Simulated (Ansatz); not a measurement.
# Ba3Ta: the cost of one run

Method: DFT PBE, scalar-relativistic, plane waves, PAW, in Ansatz 0.2.0.

## Step 1: The system as given

Symmetry: P4/mmm, No. 123, tetragonal system. Conventional cell: a = 5.003 Å, b = 5.003 Å, c = 4.952 Å, α = 90.00°, β = 90.00°, γ = 90.00°. Ba (site symmetry mmm) has 8 Ba at 3.52 to 3.54 Å and 4 Ta at 3.52 Å as nearest neighbours. Ba (site symmetry 4/mmm) is surrounded by 8 Ba at 3.52 Å and 4 Ta at 3.54 Å. Ta (site symmetry 4/mmm) has 12 Ba at 3.52 to 3.54 Å as nearest neighbours.

As a file:

```
Ba Ta
1.0
     5.00321    0.00000    0.00000
     0.00000    5.00321    0.00000
     0.00000    0.00000    4.95179
Ba Ta
3 1
Direct
  0.00000 0.50000 0.50000
  0.50000 0.00000 0.50000
  0.50000 0.50000 0.00000
  0.00000 0.00000 0.00000
```

This is candidate A: Cu3Pd type (P4/mmm, No. 123).

(A quick probe on a coarse mesh, which set the mesh and smearing, is not shown.)

## Step 3: Rough relaxation on the coarse mesh (candidate A)

File input.yaml:

```yaml
crystal:
  lattice:
    - [5.0032116442, 0.0, 0.0]
    - [0.0, 5.0032116442, 0.0]
    - [0.0, 0.0, 4.9517856116]
  atoms:
    - { symbol: Ba, position: [0.0, 0.5, 0.5] }
    - { symbol: Ba, position: [0.5, 0.0, 0.5] }
    - { symbol: Ba, position: [0.5, 0.5, 0.0] }
    - { symbol: Ta, position: [0.0, 0.0, 0.0] }
basis:
  ecutwfc: 420
kpoints:
  mp_grid: { grid: [4, 4, 4] }
hamiltonian:
  xc: pbe
scf:
  occupations: { method: gaussian, width: 0.1 }
  lower_state_search: "off"
output:
  forces: true
  stress: true
  eigenvalues: true
relax:
  adjacent_minimum: "off"
  f_tol: 0.04
  max_steps: 70
  cell: { stress_tol: 0.4 }
```

On the command line:

```
ansatz run input.yaml --threads 1 --pin off --max-ram 2560MiB --backend cpu --events-out ev --progress --plain --runs-dir out
```

What time and memory should one allow on 1 thread of Intel Xeon 6975P-C (Granite Rapids), shared host?

About 13 s, with a peak of 0.48 GiB.
